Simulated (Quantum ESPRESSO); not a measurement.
## Si: band structure with PBEsol

Crystal: Si.

```
Si
1.0
     0.00000    2.72185    2.72185
     2.72185    0.00000    2.72185
     2.72185    2.72185    0.00000
Si
2
Direct
  0.50000 0.50000 0.50000
  0.75000 0.75000 0.75000
```

| Quantity | Value |
| --- | --- |
| Program | Quantum ESPRESSO 7.5 |
| Task | band structure |
| Functional | PBEsol |
| Potentials or basis | PseudoDojo 0.4 SR PBEsol stringent |
| Cutoff | 490 eV |
| Density cutoff | 1959 eV |
| k mesh | 8 × 8 × 8 |
| Occupations | fermi-dirac, width 0.05 eV |
| Spin | no spin polarisation |
| Mixing beta | 0.5 |
| Most SCF iterations | 120 |
| SCF threshold | 4e-10 Ry |

| Item | Value |
| --- | --- |
| Pressure | -0.6 GPa |
| Band gap on the k mesh | 0.52 eV, indirect (least direct gap 2.51 eV) |
| Band gap along the path | 0.48 eV, indirect (least direct gap 2.51 eV) |

Levels at the corners of the path, in eV from the valence-band top:
```
point  band 2  band 3  band 4  band 5  band 6  band 7
    Γ    0.00    0.00    0.00    2.51    2.51    2.51
    X   -7.81   -2.86   -2.86    0.61    0.61    9.98
    W   -7.64   -3.88   -3.88    4.18    4.18    4.91
    K   -7.22   -4.33   -2.43    1.10    4.04    7.38
    Γ    0.00    0.00    0.00    2.51    2.51    2.51
    L   -6.98   -1.20   -1.20    1.43    3.28    3.28
    U   -7.22   -4.33   -2.43    1.10    4.04    7.38
    W   -7.64   -3.88   -3.88    4.18    4.18    4.91
    L   -6.98   -1.20   -1.20    1.43    3.28    3.28
    K   -7.22   -4.33   -2.43    1.10    4.04    7.38
    U   -7.22   -4.33   -2.43    1.10    4.04    7.38
    X   -7.81   -2.86   -2.86    0.61    0.61    9.98
```

Run time: 9.3 s on 1 thread of Arm Neoverse V1 (shared host), peak memory 0.09 GiB.

As with any semilocal functional, this PBEsol gap is likely too small.
